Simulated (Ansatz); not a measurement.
# CH₃ClGeO: an energy map over bond length C3–H6 and bond length C3–H7

How does the energy of CH₃ClGeO, SMILES [Cl][GeH]1[CH2][O]1 change over two coordinates at once? A grid of runs gives the map.

Program: Ansatz 0.2.0. Level of theory: RKS r2SCAN-D4/def2-SVP. These are calculated values, not measurements.

### 1 Starting geometry

SMILES `[Cl][GeH]1[CH2][O]1`, 7 atoms, charge 0, spin multiplicity 1.

Atoms are counted from 1 here; the program's logs count them from 0.

Bond lengths: Cl1–Ge2 2.167 Å, Ge2–C3 1.920 Å, Ge2–O4 1.859 Å, Ge2–H5 1.536 Å, C3–O4 1.430 Å, C3–H6 1.111 Å, C3–H7 1.111 Å. Angles: Cl1–Ge2–C3 119.4°, Cl1–Ge2–O4 111.9°, Cl1–Ge2–H5 110.9°, C3–Ge2–O4 44.4°, C3–Ge2–H5 129.2°, O4–Ge2–H5 110.6°, Ge2–C3–O4 65.5°, Ge2–C3–H6 120.6°, Ge2–C3–H7 116.2°, O4–C3–H6 116.5°, O4–C3–H7 116.5°, H6–C3–H7 113.4°, Ge2–O4–C3 70.0°.

Coordinates:

```
atom     x (Å)     y (Å)     z (Å)
 Cl1  -2.61775   0.08098  -0.22930
 Ge2  -0.50655   0.40643  -0.59652
  C3   0.77933  -0.18872   0.69855
  O4   0.48982  -1.13956  -0.32957
  H5  -0.27565   0.95937  -2.01065
  H6   1.80781   0.23201   0.71023
  H7   0.38418  -0.41851   1.71145
```

This geometry comes from a loose relaxation at PBE in a small basis, which is not shown.

### 2 Geometry optimisation

Input file input.yaml:

```yaml
crystal:
  periodic: [false, false, false]
  atoms:
    - { symbol: Cl, position_ang: [-2.61775, 0.080978, -0.229297] }
    - { symbol: Ge, position_ang: [-0.506549, 0.40643, -0.596516] }
    - { symbol: C, position_ang: [0.779333, -0.188719, 0.698548] }
    - { symbol: O, position_ang: [0.489824, -1.139557, -0.329569] }
    - { symbol: H, position_ang: [-0.275648, 0.959371, -2.010649] }
    - { symbol: H, position_ang: [1.807809, 0.232011, 0.710227] }
    - { symbol: H, position_ang: [0.384182, -0.418513, 1.711455] }
basis:
  gaussian: { orbitals: def2-SVP }
hamiltonian:
  xc: r2scan
  dispersion: d4
output:
  forces: true
relax:
  f_tol: 0.003
  max_steps: 120
```

Started as:

```console
$ ansatz run input.yaml --threads 1 --pin off --max-ram 2560MiB --backend cpu --events-out ev --progress --plain --runs-dir out
```

The program printed, shortened:

```text
Warning: RAYON_NUM_THREADS=1 ignored (pool sized by the plan → 1); use --threads N
[...]
Functional definition: r2SCAN
[...]
1021 factors; their error is unknown
[...]
mean field -72157.52765019 eV, -2651.7402310157 hartree, gradient 3.0e-5 eV, S^2 0.000000; 0 other end points of the search recorded, 0 dependent functions left out
[...]
reference -72157.52765836 eV, -2651.7402313157 hartree; 33, 33 occupied and 60, 60 virtual orbitals, 1021 factors
relax step   1: F+E_penalty+E_count = -72157.56164744 eV  Δ(F+E_penalty+E_count) = +0.000e0 eV  max|allowed force component| = 4.475e-1 eV/Å  Δτ_max = 0.0000 Å  (29 SCF iters, accepted)
[...]
relax step   6: F+E_penalty+E_count = -72157.57671540 eV  Δ(F+E_penalty+E_count) = +1.518e-4 eV  max|allowed force component| = 8.017e-2 eV/Å  Δτ_max = 0.0042 Å  (32 SCF iters, rejected (line search))
[...]
relax step   7: F+E_penalty+E_count = -72157.57693860 eV  Δ(F+E_penalty+E_count) = -7.143e-5 eV  max|allowed force component| = 2.498e-3 eV/Å  Δτ_max = 0.0020 Å  (26 SCF iters, accepted)
1021 factors; their error is unknown
[...]
mean field -72157.54285435 eV, -2651.7407897580 hartree, gradient 1.1e-5 eV, S^2 0.000000; 1 other end points of the search recorded, 0 dependent functions left out
[...]
reference -72157.54286249 eV, -2651.7407900574 hartree; 33, 33 occupied and 60, 60 virtual orbitals, 1021 factors
Total energy: -72157.57694675 eV, -2651.7420426307 hartree
Atom 0 at    -2.594684     0.079328    -0.228773 Å, force     0.000267    -0.000009     0.000085 eV/Å
Atom 1 at    -0.499288     0.384728    -0.603840 Å, force     0.002498    -0.001921     0.001579 eV/Å
Atom 2 at     0.769487    -0.175421     0.696930 Å, force    -0.001483     0.001998    -0.002450 eV/Å
Atom 3 at     0.479064    -1.136637    -0.323159 Å, force    -0.001726    -0.000133    -0.001174 eV/Å
Atom 4 at    -0.273747     0.966573    -1.988767 Å, force     0.000021     0.000089    -0.000145 eV/Å
Atom 5 at     1.795695     0.226998     0.699610 Å, force     0.000316     0.000588     0.000656 eV/Å
Atom 6 at     0.384674    -0.413569     1.702197 Å, force     0.000107    -0.000612     0.001449 eV/Å
Dipole moment:     0.211926     0.458182     0.026539 e Å
```

It took 52 s on 1 thread of Arm Neoverse V1, shared host; peak memory 0.16 GiB.

Step by step:

```
step  energy from step 1 (eV)  largest force component (eV/Å)
   1                   0.0000                          0.4475
   2                  -0.0122                          0.2226
   3                  -0.0144                          0.0682
   4                  -0.0148                          0.0622
   5                  -0.0152                          0.0479
   6                  -0.0151                          0.0802
   7                  -0.0153                          0.0025
```

Close pairs (by a distance rule), those that changed most:

```
   bond  before (Å)  after (Å)  change (Å)
 Ge2–O4       1.859      1.830      -0.028
 Ge2–C3       1.920      1.901      -0.018
Cl1–Ge2       2.167      2.150      -0.017
 Ge2–H5       1.536      1.519      -0.017
  C3–H6       1.111      1.102      -0.009
  C3–H7       1.111      1.102      -0.009
  C3–O4       1.430      1.431      +0.001
```

### 3 Plan of the scan

The axes are (1) bond length C3–H6: 9 values from 0.948 to 1.543 Å; (2) bond length C3–H7: 9 values from 0.904 to 1.654 Å.

Nothing else is relaxed (all other coordinates rigid). Energies count from the relaxed molecule at the same level.

Below, 3 of the grid's runs; all are launched alike.

### 4 Grid point bond length C3–H6 = 1.097 Å, bond length C3–H7 = 1.091 Å

Input file input.yaml:

```yaml
crystal:
  periodic: [false, false, false]
  atoms:
    - { symbol: Cl, position_ang: [-2.594684, 0.079328, -0.228773] }
    - { symbol: Ge, position_ang: [-0.499288, 0.384728, -0.60384] }
    - { symbol: C, position_ang: [0.769487, -0.175421, 0.69693] }
    - { symbol: O, position_ang: [0.479064, -1.136637, -0.323159] }
    - { symbol: H, position_ang: [-0.273747, 0.966573, -1.988767] }
    - { symbol: H, position_ang: [1.790768, 0.225065, 0.699597] }
    - { symbol: H, position_ang: [0.388664, -0.411099, 1.691772] }
basis:
  gaussian: { orbitals: def2-SVP }
hamiltonian:
  xc: r2scan
  dispersion: d4
output:
  forces: true
```

Started as:

```console
$ ansatz run input.yaml --threads 1 --pin off --max-ram 2560MiB --backend cpu --events-out ev --progress --plain --runs-dir out
```

The program printed, shortened:

```text
Warning: RAYON_NUM_THREADS=1 ignored (pool sized by the plan → 1); use --threads N
[...]
Functional definition: r2SCAN
[...]
1021 factors; their error is unknown
[...]
mean field -72157.54018387 eV, -2651.7406916196 hartree, gradient 1.9e-5 eV, S^2 0.000000; 0 other end points of the search recorded, 0 dependent functions left out
[...]
reference -72157.54019201 eV, -2651.7406919188 hartree; 33, 33 occupied and 60, 60 virtual orbitals, 1021 factors
Total energy: -72157.57427447 eV, -2651.7419444264 hartree
Atom 0 at    -2.594684     0.079328    -0.228773 Å, force    -0.000947     0.000075     0.000382 eV/Å
Atom 1 at    -0.499288     0.384728    -0.603840 Å, force     0.006462    -0.006890    -0.000976 eV/Å
Atom 2 at     0.769487    -0.175421     0.696930 Å, force    -0.015254     0.034619    -0.321096 eV/Å
Atom 3 at     0.479064    -1.136637    -0.323159 Å, force    -0.010974    -0.009751    -0.019550 eV/Å
Atom 4 at    -0.273747     0.966573    -1.988767 Å, force     0.000027     0.000289     0.000499 eV/Å
Atom 5 at     1.790768     0.225065     0.699597 Å, force     0.164132     0.068105    -0.010003 eV/Å
Atom 6 at     0.388664    -0.411099     1.691772 Å, force    -0.143446    -0.086447     0.350744 eV/Å
Dipole moment:     0.212742     0.458258     0.028182 e Å
```

It took 6.1 s on 1 thread of Arm Neoverse V1, shared host; peak memory 0.14 GiB.

That is 0.0027 eV from the zero.

### 5 Point bond length C3–H6 = 1.543 Å, bond length C3–H7 = 1.185 Å

input.yaml: that of step 4 with these lines changed.

```diff
@@ -8,4 +8,4 @@
     - { symbol: H, position_ang: [-0.273747, 0.966573, -1.988767] }
-    - { symbol: H, position_ang: [1.790768, 0.225065, 0.699597] }
-    - { symbol: H, position_ang: [0.388664, -0.411099, 1.691772] }
+    - { symbol: H, position_ang: [2.205983, 0.387888, 0.700682] }
+    - { symbol: H, position_ang: [0.355852, -0.431405, 1.777487] }
 basis:
```

Started as:

```console
$ ansatz run input.yaml --threads 1 --pin off --max-ram 2560MiB --backend cpu --events-out ev --progress --plain --runs-dir out
```

The program printed, shortened:

```text
Warning: RAYON_NUM_THREADS=1 ignored (pool sized by the plan → 1); use --threads N
[...]
Functional definition: r2SCAN
[...]
1021 factors; their error is unknown
[...]
mean field -72155.97262027 eV, -2651.6830847200 hartree, gradient 4.1e-5 eV, S^2 0.000000; 0 other end points of the search recorded, 0 dependent functions left out
[...]
reference -72155.97262868 eV, -2651.6830850292 hartree; 33, 33 occupied and 60, 60 virtual orbitals, 1021 factors
Total energy: -72156.01027479 eV, -2651.6844684983 hartree
Atom 0 at    -2.594684     0.079328    -0.228773 Å, force     0.025421    -0.020895    -0.009629 eV/Å
Atom 1 at    -0.499288     0.384728    -0.603840 Å, force     0.020615     0.297941    -0.006263 eV/Å
Atom 2 at     0.769487    -0.175421     0.696930 Å, force     2.559492     0.590880     1.024794 eV/Å
Atom 3 at     0.479064    -1.136637    -0.323159 Å, force     0.367654     0.305899     0.748272 eV/Å
Atom 4 at    -0.273747     0.966573    -1.988767 Å, force     0.006551    -0.004550     0.005791 eV/Å
Atom 5 at     2.205983     0.387888     0.700682 Å, force    -4.098688    -1.629607     0.110548 eV/Å
Atom 6 at     0.355852    -0.431405     1.777487 Å, force     1.118955     0.460331    -1.873514 eV/Å
Dipole moment:     0.084348     0.420544    -0.023926 e Å
```

Wall time 6.7 s (1 thread of Arm Neoverse V1, shared host); peak memory 0.14 GiB.

That is 1.57 eV from the zero.

### 6 Point bond length C3–H6 = 0.948 Å, bond length C3–H7 = 0.904 Å

input.yaml: that of step 5 with these lines changed.

```diff
@@ -8,4 +8,4 @@
     - { symbol: H, position_ang: [-0.273747, 0.966573, -1.988767] }
-    - { symbol: H, position_ang: [2.205983, 0.387888, 0.700682] }
-    - { symbol: H, position_ang: [0.355852, -0.431405, 1.777487] }
+    - { symbol: H, position_ang: [1.652052, 0.170669, 0.699235] }
+    - { symbol: H, position_ang: [0.453938, -0.370703, 1.521254] }
 basis:
```

Started as:

```console
$ ansatz run input.yaml --threads 1 --pin off --max-ram 2560MiB --backend cpu --events-out ev --progress --plain --runs-dir out
```

The program printed, shortened:

```text
Warning: RAYON_NUM_THREADS=1 ignored (pool sized by the plan → 1); use --threads N
[...]
Functional definition: r2SCAN
[...]
1021 factors; their error is unknown
[...]
mean field -72156.03322307 eV, -2651.6853118317 hartree, gradient 7.8e-5 eV, S^2 0.000000; 0 other end points of the search recorded, 0 dependent functions left out
[...]
reference -72156.03323101 eV, -2651.6853121236 hartree; 33, 33 occupied and 60, 60 virtual orbitals, 1021 factors
Total energy: -72156.06734663 eV, -2651.6865658495 hartree
Atom 0 at    -2.594684     0.079328    -0.228773 Å, force    -0.010220     0.007022     0.005674 eV/Å
Atom 1 at    -0.499288     0.384728    -0.603840 Å, force     0.071872    -0.116722    -0.008019 eV/Å
Atom 2 at     0.769487    -0.175421     0.696930 Å, force    -2.946772    -0.042986   -10.198462 eV/Å
Atom 3 at     0.479064    -1.136637    -0.323159 Å, force    -0.153452    -0.171989    -0.312570 eV/Å
Atom 4 at    -0.273747     0.966573    -1.988767 Å, force     0.000053     0.006538     0.012476 eV/Å
Atom 5 at     1.652052     0.170669     0.699235 Å, force     7.496143     2.990399    -0.283932 eV/Å
Atom 6 at     0.453938    -0.370703     1.521254 Å, force    -4.457624    -2.672262    10.784834 eV/Å
Dipole moment:     0.226865     0.462953     0.045485 e Å
```

It took 6.2 s on 1 thread of Arm Neoverse V1, shared host; peak memory 0.14 GiB.

Energy on the map's scale: 1.51 eV.

### 7 All points together

81 points were computed. Energies in eV, from the relaxed molecule at the same level:

| bond length C3–H7 (Å) ↓, bond length C3–H6 (Å) → | 0.948 | 1.022 | 1.097 | 1.171 | 1.246 | 1.320 | 1.394 | 1.469 | 1.543 |
| --- | --- | --- | --- | --- | --- | --- | --- | --- | --- |
| 1.654 | 2.48 | 2.07 | 1.95 | 2.02 | 2.22 | 2.48 | 2.79 | 3.12 | 3.45 |
| 1.560 | 2.07 | 1.66 | 1.54 | 1.61 | 1.81 | 2.07 | 2.38 | 2.71 | 3.04 |
| 1.466 | 1.66 | 1.25 | 1.13 | 1.20 | 1.39 | 1.66 | 1.96 | 2.29 | 2.62 |
| 1.373 | 1.26 | 0.85 | 0.73 | 0.80 | 0.99 | 1.26 | 1.56 | 1.89 | 2.22 |
| 1.279 | 0.90 | 0.49 | 0.37 | 0.43 | 0.63 | 0.89 | 1.19 | 1.52 | 1.84 |
| 1.185 | 0.63 | 0.22 | 0.10 | 0.16 | 0.35 | 0.61 | 0.92 | 1.24 | 1.57 |
| 1.091 | 0.54 | 0.13 | 0.00 | 0.07 | 0.26 | 0.52 | 0.82 | 1.14 | 1.47 |
| 0.998 | 0.76 | 0.35 | 0.22 | 0.29 | 0.48 | 0.73 | 1.03 | 1.36 | 1.68 |
| 0.904 | 1.51 | 1.10 | 0.98 | 1.04 | 1.23 | 1.49 | 1.79 | 2.11 | 2.44 |

On the same grid, dipole moment (D):

| bond length C3–H7 (Å) ↓, bond length C3–H6 (Å) → | 0.948 | 1.022 | 1.097 | 1.171 | 1.246 | 1.320 | 1.394 | 1.469 | 1.543 |
| --- | --- | --- | --- | --- | --- | --- | --- | --- | --- |
| 1.654 | 2.61 | 2.62 | 2.61 | 2.59 | 2.55 | 2.51 | 2.45 | 2.39 | 2.33 |
| 1.560 | 2.56 | 2.55 | 2.54 | 2.52 | 2.48 | 2.43 | 2.37 | 2.31 | 2.25 |
| 1.466 | 2.51 | 2.51 | 2.49 | 2.47 | 2.42 | 2.37 | 2.31 | 2.24 | 2.18 |
| 1.373 | 2.49 | 2.48 | 2.46 | 2.43 | 2.39 | 2.33 | 2.27 | 2.19 | 2.12 |
| 1.279 | 2.47 | 2.46 | 2.44 | 2.41 | 2.36 | 2.30 | 2.23 | 2.16 | 2.09 |
| 1.185 | 2.47 | 2.46 | 2.43 | 2.40 | 2.34 | 2.28 | 2.21 | 2.14 | 2.06 |
| 1.091 | 2.47 | 2.46 | 2.43 | 2.39 | 2.34 | 2.27 | 2.20 | 2.13 | 2.05 |
| 0.998 | 2.48 | 2.46 | 2.43 | 2.39 | 2.34 | 2.27 | 2.20 | 2.12 | 2.05 |
| 0.904 | 2.49 | 2.47 | 2.44 | 2.40 | 2.34 | 2.28 | 2.20 | 2.13 | 2.05 |

### 8 Outcome

```
               quantity                                                                                                                                                           value
           lowest point                                                                                             bond length C3–H6 = 1.097 Å, bond length C3–H7 = 1.091 Å, 0.0027 eV
 highest computed point                                                                              bond length C3–H6 = 1.543 Å, bond length C3–H7 = 1.654 Å, 3.44 eV above the lowest
      dipole moment (D)  2.05 at bond length C3–H6 = 1.543 Å, bond length C3–H7 = 0.998 Å to 2.62 at bond length C3–H6 = 1.022 Å, bond length C3–H7 = 1.654 Å; 2.43 at the lowest point
time for the whole task                                                                                                                                 13 min on 1 thread, shared host
```

The lowest computed point is at bond length C3–H6 = 1.097 Å, bond length C3–H7 = 1.091 Å, 0.0027 eV from the relaxed molecule at the same level. No other kind of well shows on this grid. The highest computed point, bond length C3–H6 = 1.543 Å, bond length C3–H7 = 1.654 Å, lies 3.44 eV above the lowest. Round the minimum the two coordinates are nearly uncoupled.
